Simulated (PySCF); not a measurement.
# BCl3: NMR shifts at several levels of theory, part 2 of 2

PySCF 2.14.0. Atoms count from 0.

## (12) Shielding tensors: B3LYP/pcSseg-2

Job settings and geometry (Å):

```
{"job": {"kind": "nmr", "xc": "B3LYP", "basis": "pcSseg-2", "pop": false}, "charge": 0, "multiplicity": 1}
Cl    -0.863852    -1.507658    -0.009354
B      0.004801     0.002337    -0.011931
Cl    -0.867057     1.510535    -0.000766
Cl     1.746579     0.004326    -0.023659
```

Method: GIAO B3LYP/pcSseg-2 NMR shielding, non-relativistic, gas phase.

Output:

```text
coarse grid: 5960 points
cycle   1  E = -1405.6662506069  dE =  4.478e-01  |g| = 3.045e-01  |ddm| = 1.555e+00
cycle   2  E = -1405.6388133895  dE =  2.744e-02  |g| = 4.668e-01  |ddm| = 5.416e-01
cycle   3  E = -1405.6911348584  dE = -5.232e-02  |g| = 5.186e-02  |ddm| = 3.114e-01
cycle   4  E = -1405.6916574990  dE = -5.226e-04  |g| = 2.128e-02  |ddm| = 5.607e-02
cycle   5  E = -1405.6917475560  dE = -9.006e-05  |g| = 9.110e-04  |ddm| = 1.547e-02
cycle   6  E = -1405.6917477366  dE = -1.805e-07  |g| = 9.453e-05  |ddm| = 9.675e-04
final grid: 46448 points
cycle   7  E = -1405.6970774176  dE = -2.014e-05  |g| = 1.717e-03  |ddm| = 1.335e-02
cycle   8  E = -1405.6970774649  dE = -4.725e-08  |g| = 1.565e-03  |ddm| = 2.659e-03
cycle   9  E = -1405.6970779620  dE = -4.972e-07  |g| = 3.931e-04  |ddm| = 1.403e-03
cycle  10  E = -1405.6970779859  dE = -2.388e-08  |g| = 2.099e-04  |ddm| = 3.845e-04
cycle  11  E = -1405.6970779967  dE = -1.077e-08  |g| = 2.100e-05  |ddm| = 1.430e-04
cycle  12  E = -1405.6970779968  dE = -8.163e-11  |g| = 1.078e-05  |ddm| = 2.570e-05
converged SCF energy = -1405.6970779968

GIAO shielding tensors (ppm)
atom      isotropic    diamagn.    paramagn.     s11        s22        s33       span
  0 Cl     641.461    1147.653    -506.192    367.837    768.533    788.013    420.176
  1 B       41.305     191.347    -150.043     28.396     28.415     67.103     38.707
  2 Cl     641.419    1147.649    -506.230    367.773    768.444    788.041    420.268
  3 Cl     641.098    1147.646    -506.549    367.554    768.168    787.571    420.018
```

Run time: 7.5 s. Hardware: 1 thread of Arm Neoverse V1, shared host; peak memory 0.67 GiB.

Key values: δ Cl0 286, B1 55.1 ppm (means over like atoms).

## (13) NMR shieldings: PBE0/pcSseg-2

Job settings and geometry (Å):

```
{"job": {"kind": "nmr", "xc": "PBE0", "basis": "pcSseg-2", "pop": false}, "charge": 0, "multiplicity": 1}
Cl    -0.863852    -1.507658    -0.009354
B      0.004801     0.002337    -0.011931
Cl    -0.867057     1.510535    -0.000766
Cl     1.746579     0.004326    -0.023659
```

With the program's defaults for keys left out, this is: GIAO PBE0/pcSseg-2 NMR shielding, non-relativistic, gas phase.

Output:

```text
coarse grid: 5960 points
cycle   1  E = -1405.1245220350  dE =  4.669e-01  |g| = 2.958e-01  |ddm| = 1.570e+00
cycle   2  E = -1405.1040015161  dE =  2.052e-02  |g| = 4.264e-01  |ddm| = 4.969e-01
cycle   3  E = -1405.1483645222  dE = -4.436e-02  |g| = 4.422e-02  |ddm| = 2.839e-01
cycle   4  E = -1405.1487359751  dE = -3.715e-04  |g| = 1.602e-02  |ddm| = 4.345e-02
cycle   5  E = -1405.1487832129  dE = -4.724e-05  |g| = 1.129e-03  |ddm| = 1.203e-02
cycle   6  E = -1405.1487834771  dE = -2.643e-07  |g| = 9.774e-05  |ddm| = 1.204e-03
final grid: 46448 points
cycle   7  E = -1405.1621349904  dE = -4.057e-05  |g| = 5.707e-03  |ddm| = 1.357e-02
cycle   8  E = -1405.1621357428  dE = -7.524e-07  |g| = 3.089e-03  |ddm| = 4.559e-03
cycle   9  E = -1405.1621368586  dE = -1.116e-06  |g| = 1.236e-03  |ddm| = 2.626e-03
cycle  10  E = -1405.1621372250  dE = -3.664e-07  |g| = 1.837e-04  |ddm| = 8.663e-04
cycle  11  E = -1405.1621372324  dE = -7.408e-09  |g| = 2.459e-05  |ddm| = 1.457e-04
cycle  12  E = -1405.1621372325  dE = -1.189e-10  |g| = 1.135e-05  |ddm| = 2.673e-05
converged SCF energy = -1405.1621372325

GIAO shielding tensors (ppm)
atom      isotropic    diamagn.    paramagn.     s11        s22        s33       span
  0 Cl     653.835    1147.332    -493.497    382.332    785.216    793.957    411.625
  1 B       46.328     192.105    -145.777     33.547     33.562     71.875     38.328
  2 Cl     653.794    1147.328    -493.534    382.269    785.129    793.984    411.715
  3 Cl     653.448    1147.325    -493.878    382.019    784.830    793.494    411.475
```

Run time: 7.8 s. Hardware: 1 thread of Arm Neoverse V1, shared host; peak memory 0.74 GiB.

This run: δ Cl0 287, B1 52.7 ppm (means over like atoms).

## (14) NMR shieldings: mPW1PW91/pcSseg-2

Job settings and geometry (Å):

```
{"job": {"kind": "nmr", "xc": "mPW1PW91", "basis": "pcSseg-2", "pop": false}, "charge": 0, "multiplicity": 1}
Cl    -0.863852    -1.507658    -0.009354
B      0.004801     0.002337    -0.011931
Cl    -0.867057     1.510535    -0.000766
Cl     1.746579     0.004326    -0.023659
```

Method: GIAO mPW1PW91/pcSseg-2 NMR shielding, non-relativistic, gas phase.

Output:

```text
coarse grid: 5960 points
cycle   1  E = -1405.6698908785  dE =  4.669e-01  |g| = 3.031e-01  |ddm| = 1.569e+00
cycle   2  E = -1405.6479932024  dE =  2.190e-02  |g| = 4.416e-01  |ddm| = 5.155e-01
cycle   3  E = -1405.6952002161  dE = -4.721e-02  |g| = 4.456e-02  |ddm| = 2.920e-01
cycle   4  E = -1405.6955814604  dE = -3.812e-04  |g| = 1.648e-02  |ddm| = 4.465e-02
cycle   5  E = -1405.6956319421  dE = -5.048e-05  |g| = 1.041e-03  |ddm| = 1.205e-02
cycle   6  E = -1405.6956321871  dE = -2.450e-07  |g| = 8.594e-05  |ddm| = 1.172e-03
final grid: 46448 points
cycle   7  E = -1405.7054524259  dE = -2.973e-05  |g| = 4.412e-03  |ddm| = 1.239e-02
cycle   8  E = -1405.7054526180  dE = -1.921e-07  |g| = 2.536e-03  |ddm| = 3.516e-03
cycle   9  E = -1405.7054534451  dE = -8.271e-07  |g| = 1.232e-03  |ddm| = 2.297e-03
cycle  10  E = -1405.7054538101  dE = -3.650e-07  |g| = 1.336e-04  |ddm| = 8.315e-04
cycle  11  E = -1405.7054538138  dE = -3.670e-09  |g| = 2.338e-05  |ddm| = 1.127e-04
cycle  12  E = -1405.7054538139  dE = -1.050e-10  |g| = 9.419e-06  |ddm| = 2.478e-05
converged SCF energy = -1405.7054538139

GIAO shielding tensors (ppm)
atom      isotropic    diamagn.    paramagn.     s11        s22        s33       span
  0 Cl     653.666    1147.557    -493.891    381.577    784.688    794.733    413.156
  1 B       46.144     192.126    -145.983     33.476     33.492     71.464     37.988
  2 Cl     653.624    1147.552    -493.928    381.514    784.601    794.759    413.245
  3 Cl     653.280    1147.550    -494.270    381.267    784.303    794.270    413.003
```

Run time: 8.3 s. Hardware: 1 thread of Arm Neoverse V1, shared host; peak memory 0.74 GiB.

Key values: δ Cl0 284, B1 53.0 ppm (means over like atoms).

## (15) Comparing the runs: NMR shifts

Shifts (ppm), means over like atoms, with basis size and wall time (the measured row can stand on another reference than the computed rows):

| run | Cl0 | B1 | functions | time |
| --- | --- | --- | --- | --- |
| HF/pcSseg-2 | 196 | 53.7 | 165 | 5.3 s |
| LDA/pcSseg-2 | 355 | 52.2 | 165 | 8 s |
| PBE/pcSseg-2 | 319 | 50.6 | 165 | 9.6 s |
| BLYP/pcSseg-2 | 310 | 53.4 | 165 | 9.6 s |
| BP86/pcSseg-2 | 315 | 50.6 | 165 | 9.7 s |
| OPBE/pcSseg-2 | 299 | 45.6 | 165 | 10 s |
| KT2/pcSseg-2 | 302 | 47.2 | 165 | 10 s |
| KT3/pcSseg-2 | 283 | 46.7 | 165 | 9.5 s |
| B97-D/pcSseg-2 | 285 | 49.0 | 165 | 9.9 s |
| B3LYP/pcSseg-2 | 286 | 55.1 | 165 | 7.5 s |
| PBE0/pcSseg-2 | 287 | 52.7 | 165 | 7.8 s |
| mPW1PW91/pcSseg-2 | 284 | 53.0 | 165 | 8.3 s |
| measured | – | 46.5 | – | – |

Measured: Macháček, Bühl, Fanfrlík, Hnyk, 11B NMR of BX3 and BX4-, J. Phys. Chem. A (author manuscript).

## (16) Outcome

This closing draws on all 2 parts.

| quantity | value |
| --- | --- |
| point group | D3h |
| rotational constants (main isotopes) | 3.18, 3.17, 1.59 GHz |
| 35Cl shifts against HCl (HF/pcSseg-2, means over atoms taken as alike) | 196 ppm |
| 11B shifts against BF3·OEt2 (HF/pcSseg-2) | 53.7 ppm |
| measured, and computed on the same scale | B1 δ 46.5, 53.7 ppm |
| range of the shift of Cl0 | 196 to 355 ppm |

In words: Single values in the summary come from the first run of each kind that ended normally (HF/pcSseg-2), which need not be the best level. Relaxing lowered the energy by 0.016 eV in 4 steps; the close pair that moved most is B1–Cl3, from 1.723 to 1.742 Å. No frequency check was run at this level, so the end point may be a saddle. At HF/pcSseg-2: Shielding is most anisotropic at Cl0, Cl2, Cl3 (span 399 ppm, paramagnetic term -399 ppm). The one measured 11B shift is missed by +7.2 ppm (computed less measured, unscaled). Vibration, temperature and solvent are missing from the calculation, so part of the miss against the measured shifts is not the functional's. Across the 12 runs the shift of Cl0 (with its like atoms) moves most, between 196 (HF/pcSseg-2) and 355 ppm (LDA/pcSseg-2). For the one measured 11B shift, KT3/pcSseg-2 misses least (0.24 ppm, 9.5 s) and B3LYP/pcSseg-2 most (8.59 ppm, 7.5 s); the quickest, HF/pcSseg-2, misses by 7.21 ppm in 5.3 s. One molecule ranks no method: errors cancel, and vibration and temperature are missing from all runs.
